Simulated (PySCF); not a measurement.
**CH₉B₂NP₂: electronic excitations**

Aim: predict the electronic excitations of CH₉B₂NP₂ (`CNBPBP`).

Programs: PySCF 2.14.0, with density-fitted response routines of our own. Each step states its level of theory. These are calculated values for one molecule in the gas phase, unless marked as measured. Atoms count from 0, in the outputs and in this text.

## Step 1: The molecule as given

15 atoms, charge 0, multiplicity 1; geometry from: GFN2-xTB.

Bonds of the start (Å): C0–N1 1.45, N1–B2 1.38, B2–P3 1.88, P3–B4 1.83, B4–P5 1.89, C0–H6 1.09, C0–H7 1.09, C0–H8 1.09, N1–H9 1.01, B2–H10 1.17, P3–H11 1.38, B4–H12 1.17, P5–H13 1.38, P5–H14 1.38.

## Step 2: Excited states and response: B3LYP/def2-SVPD

The job: settings as JSON, then the geometry in Å.

```
{"job": {"kind": "uv", "xc": "B3LYP", "basis": "def2-SVPD", "nstates": 8, "ntriplets": 3}, "charge": 0, "multiplicity": 1}
C     -2.914950     0.084838     0.227996
N     -1.687233    -0.298404    -0.431379
B     -0.449889    -0.492414     0.144034
P      1.004485    -1.018143    -0.921118
B      2.426970     0.080378    -0.579712
P      2.922730     0.530278     1.185645
H     -3.684507    -0.679706     0.091438
H     -3.292434     1.028962    -0.174222
H     -2.726991     0.207813     1.291821
H     -1.815936    -0.433401    -1.425506
H     -0.301049    -0.361023     1.298236
H      0.624496    -0.720145    -2.217470
H      3.070736     0.506083    -1.461833
H      4.262988     0.196535     1.115364
H      2.556169    -0.634971     1.834795
```

Level: TDDFT B3LYP/def2-SVPD, vertical, gas phase, core orbitals frozen in the response.

Command:

```
OMP_NUM_THREADS=1 python probes_run.py task.json out
```

One launch serves the whole session: the jobs run in the order shown.

What will the session give for the following? lowest singlet (B3LYP/def2-SVPD); lowest triplet. Wanted: lowest singlet; lowest triplet.

As calculated:

| quantity | value |
| --- | --- |
| lowest singlet (B3LYP/def2-SVPD) | 4.51 eV (275 nm), f = 0.187 |
| lowest triplet | 3.51 eV |

The lowest singlet, at 4.51 eV, is HOMO→LUMO 0.93 and is bright. The lowest triplet lies 1.01 eV below the lowest singlet (triplets in Tamm-Dancoff, singlets in full TDDFT).
